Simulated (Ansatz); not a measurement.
# C3H11NSi2: the cost of one run

Program: Ansatz 0.2.0. Level of theory: UKS LDA/STO-3G. These are calculated values, not measurements.

## Step 1: Starting point

Bond lengths (14 of 17 bonds, heavy atoms first): Si1–N2 1.703 Å, N2–C3 1.463 Å, C3–C4 1.578 Å, C4–C5 1.592 Å, N2–Si6 1.735 Å, C5–Si6 1.906 Å, Si1–H7 1.491 Å, Si1–H8 1.426 Å, Si1–H9 1.542 Å, C3–H10 1.134 Å, C3–H11 1.062 Å, C4–H12 1.055 Å, C4–H13 1.016 Å, C5–H14 1.113 Å. Angles (14 of 33 angles, heavy atoms first): Si1–N2–C3 125.0°, Si1–N2–Si6 113.1°, C3–N2–Si6 113.0°, N2–C3–C4 108.3°, C3–C4–C5 102.7°, C4–C5–Si6 105.2°, N2–Si6–C5 92.8°, N2–Si1–H7 106.4°, N2–Si1–H8 108.3°, N2–Si1–H9 108.7°, N2–C3–H10 109.5°, N2–C3–H11 112.1°, C4–C3–H10 105.9°, C4–C3–H11 111.8°.

Coordinates:

```xyz
17

Si   -0.7766   -1.9080    1.2486
N     0.0033   -0.5664    0.5463
C     0.8916   -0.6258   -0.6152
C     1.3598    0.8420   -0.9556
C     0.0074    1.6750   -0.8472
Si   -0.9547    0.8799    0.5930
H    -1.8965   -2.2704    0.3338
H     0.1687   -2.9705    1.3561
H    -1.3370   -1.4912    2.6232
H     1.8331   -1.1959   -0.3426
H     0.4295   -1.0960   -1.4477
H     1.7356    0.9167   -1.9389
H     1.9905    1.2263   -0.2584
H     0.2088    2.7448   -0.6160
H    -0.5855    1.5951   -1.7455
H    -2.3573    0.6538    0.2227
H    -0.7397    1.5901    1.8836
```

## Step 2: Preparing the start

input.yaml reads:

```yaml
crystal:
  periodic: [false, false, false]
  atoms:
    - { symbol: Si, position_ang: [-0.7766, -1.908, 1.2486] }
    - { symbol: "N", position_ang: [0.0033, -0.5664, 0.5463] }
    - { symbol: C, position_ang: [0.8916, -0.6258, -0.6152] }
    - { symbol: C, position_ang: [1.3598, 0.842, -0.9556] }
    - { symbol: C, position_ang: [0.0074, 1.675, -0.8472] }
    - { symbol: Si, position_ang: [-0.9547, 0.8799, 0.593] }
    - { symbol: H, position_ang: [-1.8965, -2.2704, 0.3338] }
    - { symbol: H, position_ang: [0.1687, -2.9705, 1.3561] }
    - { symbol: H, position_ang: [-1.337, -1.4912, 2.6232] }
    - { symbol: H, position_ang: [1.8331, -1.1959, -0.3426] }
    - { symbol: H, position_ang: [0.4295, -1.096, -1.4477] }
    - { symbol: H, position_ang: [1.7356, 0.9167, -1.9389] }
    - { symbol: H, position_ang: [1.9905, 1.2263, -0.2584] }
    - { symbol: H, position_ang: [0.2088, 2.7448, -0.616] }
    - { symbol: H, position_ang: [-0.5855, 1.5951, -1.7455] }
    - { symbol: H, position_ang: [-2.3573, 0.6538, 0.2227] }
    - { symbol: H, position_ang: [-0.7397, 1.5901, 1.8836] }
magnetization:
  spin_polarized: true
basis:
  gaussian: { orbitals: STO-3G }
hamiltonian:
  xc: lda
relax:
  f_tol: 0.02
  max_steps: 40
output:
  orbitals: {}
```

Launch:

```bash
$ ansatz run input.yaml --threads 1 --pin off --max-ram 2048MiB --backend cpu --events-out ev --progress --plain --runs-dir out
```

What time and memory should one allow on 1 thread of Arm Neoverse V2, shared host?

About 43 s, with a peak of 0.15 GiB.
